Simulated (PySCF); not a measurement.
# CH2ClF3Si: the cost of one run

Computed with PySCF 2.14.0, with density-fitted response routines of our own, on a single molecule in the gas phase. Atoms are numbered from 0 throughout.

### 1 Starting geometry

8 atoms, charge 0, multiplicity 1; geometry from: PBE0-D3(BJ)/def2-SVP.

Bonds of the start (Å): F0–Si1 1.62, Si1–C2 1.92, C2–F3 1.34, C2–F4 1.35, C2–Cl5 1.78, Si1–H6 1.48, Si1–H7 1.48.

### 2 Shielding tensors: HF/pcSseg-2

What the job is given:

```
{"job": {"kind": "nmr", "xc": "HF", "basis": "pcSseg-2", "pop": false}, "charge": 0, "multiplicity": 1}
F      1.083108     1.498213    -1.026652
Si     0.933799     0.323652     0.076066
C     -0.827643    -0.429828    -0.083602
F     -1.049164    -0.981944    -1.282558
F     -0.977993    -1.396708     0.839702
Cl    -2.063391     0.825478     0.204052
H      1.059707     0.890581     1.439170
H      1.920122    -0.745182    -0.220968
```

Level: GIAO HF/pcSseg-2 NMR shielding, non-relativistic, gas phase.

The run is started by

```console
> OMP_NUM_THREADS=1 python probes_run.py task.json out
```

The driver reads the jobs from task.json and runs them one after another.

**Question.** How long does this first job take on 1 thread of Arm Neoverse V1, shared host, and how much memory does it need?

About 18 s, with a peak of 0.95 GiB.
